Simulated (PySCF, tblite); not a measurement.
# C6H13NO2Si: geometry, infrared bands and NMR shifts

What infrared bands and NMR shifts should C6H13NO2Si (`C=C(O[SiH2]O)N1CCCC1`) show?

Programs: tblite 0.8.0 and PySCF 2.14.0, with density-fitted response routines of our own. Each step states its level of theory. These are calculated values for one molecule in the gas phase, unless marked as measured. Atoms are numbered from 0 throughout.

### Step 1. The starting structure

23 atoms, charge 0, multiplicity 1; geometry from: force field or distance geometry start.

Bonds of the start (Å): C0–C1 1.33, C1–O2 1.39, O2–Si3 1.72, Si3–O4 1.70, C1–N5 1.42, N5–C6 1.45, C6–C7 1.53, C7–C8 1.53, C8–C9 1.51, C9–N5 1.46, C0–H10 1.08, C0–H11 1.07, Si3–H12 1.50, Si3–H13 1.47, O4–H14 1.02, C6–H15 1.10, C6–H16 1.09, C7–H17 1.11, C7–H18 1.09, C8–H19 1.10, C8–H20 1.11, C9–H21 1.11, C9–H22 1.12.

### Step 2. Relaxing the molecule with GFN2-xTB

Job settings and geometry (Å):

```
{"job": {"kind": "relax", "xc": "GFN2-xTB", "basis": "xTB"}, "charge": 0, "multiplicity": 1}
C      1.267000    -1.561700    -0.254300
C      0.852200    -0.307100    -0.073500
O      1.720300     0.778200    -0.091500
Si     3.435800     0.606000    -0.112400
O      4.149100     1.981700    -0.808700
N     -0.528300    -0.081300     0.182600
C     -1.520000     0.003400    -0.871800
C     -2.733000    -0.490900    -0.086400
C     -2.598000     0.426800     1.127400
C     -1.162800     0.106800     1.485600
H      0.509600    -2.328400    -0.209300
H      2.282200    -1.838300    -0.447500
H      3.997500     0.434000     1.267000
H      3.798000    -0.553200    -0.944600
H      3.462600     2.719400    -0.934300
H     -1.668700     1.050900    -1.183200
H     -1.248300    -0.691100    -1.666600
H     -2.501600    -1.545600     0.185000
H     -3.676600    -0.357900    -0.621400
H     -3.319200     0.174800     1.912500
H     -2.723100     1.459500     0.738400
H     -1.111400    -0.869600     2.001400
H     -0.687900     0.910700     2.101600
```

On the command line:

```console
> OMP_NUM_THREADS=1 python probes_run.py task.json out
```

This one command runs all jobs of the session in turn.

**Question.** This job is followed by: GFN2-xTB harmonic vibrations, gas phase; GIAO PBE0/pcSseg-1 NMR shielding, non-relativistic, gas phase. Predict these results of the whole session: strongest single infrared mode (GFN2-xTB); zero-point energy (GFN2-xTB); 13C shifts against TMS (PBE0/pcSseg-1, means over atoms taken as alike); 1H shifts against TMS (PBE0/pcSseg-1, means over atoms taken as alike); 17O shifts against H2O (PBE0/pcSseg-1); 29Si shifts against TMS (PBE0/pcSseg-1); 15N shifts against NH3 (PBE0/pcSseg-1); surface potential, 1st and 99th percentile.

The runs gave:

| quantity | value |
| --- | --- |
| strongest single infrared mode (GFN2-xTB) | 2245 cm⁻¹, 356 km/mol |
| zero-point energy (GFN2-xTB) | 115.0 kcal/mol |
| 13C shifts against TMS (PBE0/pcSseg-1, means over atoms taken as alike) | 160.7, 59.5, 50.5, 29.5 ppm |
| 1H shifts against TMS (PBE0/pcSseg-1, means over atoms taken as alike) | 5.09, 3.24, 2.83, 2.79, 1.85, 1.59 ppm |
| 17O shifts against H2O (PBE0/pcSseg-1) | 128.9, 31.6 ppm |
| 29Si shifts against TMS (PBE0/pcSseg-1) | -34.7 ppm |
| 15N shifts against NH3 (PBE0/pcSseg-1) | 95.2 ppm |
| surface potential, 1st and 99th percentile | -1.35 V and 1.95 V |

Relaxing lowered the energy by 1.312 eV in 236 steps; the close pair that moved most is O2–Si3, from 1.724 to 1.628 Å. No mode is imaginary among the 63: a minimum at this level. The strongest single mode, at 2245 cm⁻¹, moves mainly H13. Unscaled tight-binding wavenumbers are off by several per cent, some by more. Its intensities can rank the bands wrongly. The most deshielded carbon is C1 (alkene carbon bearing oxygen), at 160.7 ppm: an sp2 carbon further deshielded by the attached heteroatom. At PBE0/pcSseg-1: Shielding is most anisotropic at C1 (span 168 ppm, paramagnetic term -222 ppm).
